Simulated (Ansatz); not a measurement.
**F₂H₅NSi₂: a ladder of functionals and wavefunction methods**

One table from this session's results is given with a row withheld; the runs are named, their logs left out.

Program: Ansatz 0.2.0, Gaussian basis. Level of theory: functionals in def2-TZVPP, the program's frozen cores in correlated methods. These are calculated values, not measurements.

Plan: PBE-D4, r2SCAN-D4, PBE0-D4, B3LYP-D4, ωB97X-V, ωB97M-V, B2PLYP; CCSD(T)/def2-TZVPP; MP2/def2-QZVPP; extrapolation to the limit.

**The geometry**

The geometry comes from an earlier relaxation with PBE0-D4 in a triple-zeta def2 set; it is a stationary point, not always the lowest conformer.

SMILES `N[SiH](F)[SiH2]F`, 10 atoms, charge 0, spin multiplicity 1.

Atoms are counted from 1 here; the program's logs count them from 0.

Bond lengths: N1–Si2 1.697 Å, N1–H6 1.007 Å, N1–H7 1.007 Å, Si2–F3 1.609 Å, Si2–Si4 2.350 Å, Si2–H8 1.484 Å, Si4–F5 1.612 Å, Si4–H9 1.485 Å, Si4–H10 1.487 Å. Angles: Si2–N1–H6 122.9°, Si2–N1–H7 121.6°, H6–N1–H7 112.2°, N1–Si2–F3 114.7°, N1–Si2–Si4 105.8°, N1–Si2–H8 108.2°, F3–Si2–Si4 108.3°, F3–Si2–H8 105.1°, Si4–Si2–H8 114.9°, Si2–Si4–F5 106.9°, Si2–Si4–H9 114.0°, Si2–Si4–H10 111.4°, F5–Si4–H9 107.7°, F5–Si4–H10 107.6°, H9–Si4–H10 109.0°.

Set-up of the first run:

in.yaml reads:

```yaml
crystal:
  periodic: [false, false, false]
  atoms:
    - {symbol: N, position_ang: [-1.384184, 0.412859, 0.932023]}
    - {symbol: Si, position_ang: [-0.638192, -0.658166, -0.151977]}
    - {symbol: F, position_ang: [-1.342619, -0.752730, -1.595804]}
    - {symbol: Si, position_ang: [1.548981, 0.148856, -0.448692]}
    - {symbol: F, position_ang: [1.489430, 1.747533, -0.247049]}
    - {symbol: H, position_ang: [-2.231470, 0.188540, 1.427026]}
    - {symbol: H, position_ang: [-1.216617, 1.404849, 0.894063]}
    - {symbol: H, position_ang: [-0.728867, -2.027157, 0.412468]}
    - {symbol: H, position_ang: [2.112629, -0.116489, -1.797247]}
    - {symbol: H, position_ang: [2.474009, -0.399293, 0.578290]}
basis:
  gaussian: {orbitals: def2-TZVPP}
hamiltonian: {xc: pbe, dispersion: d4}
output: {forces: true, orbitals: {seedname: orbitals}}
```

Started as:

```sh
$ ansatz run in.yaml --threads 4 --pin off --events-out ev --progress --plain --max-ram 10444MiB
```

Steps of the session up to this table: PBE-D4 (GGA); r2SCAN-D4 (meta-GGA); PBE0-D4 (hybrid); B3LYP-D4 (hybrid); ωB97X-V (range-separated); ωB97M-V (range-separated); B2PLYP (double hybrid); CCSD(T) in def2-TZVPP; MP2 in def2-QZVPP.

One table of the session follows, with a row left open; its other results are not shown here.

| method | atomisation energy (eV) |
| --- | --- |
| PBE-D4 | 36.788 |
| r2SCAN-D4 | 36.502 |
| PBE0-D4 | 36.131 |
| B3LYP-D4 | ? |
| ωB97X-V | 36.888 |
| ωB97M-V | 36.694 |
| B2PLYP | 36.203 |
| HF/def2-TZVPP | 26.688 |
| MP2/def2-TZVPP | 36.218 |
| CCSD/def2-TZVPP | 35.115 |
| CCSD(T)/def2-TZVPP | 35.580 |
| MP2/CBS | 37.434 |
| CCSD(T)/CBS | 36.796 |

**Question.** Estimate the row for B3LYP-D4.

The run gave: atomisation energy (eV): 36.562. In the column «atomisation energy (eV)» it lies between r2SCAN-D4 (36.502) and ωB97M-V (36.694).
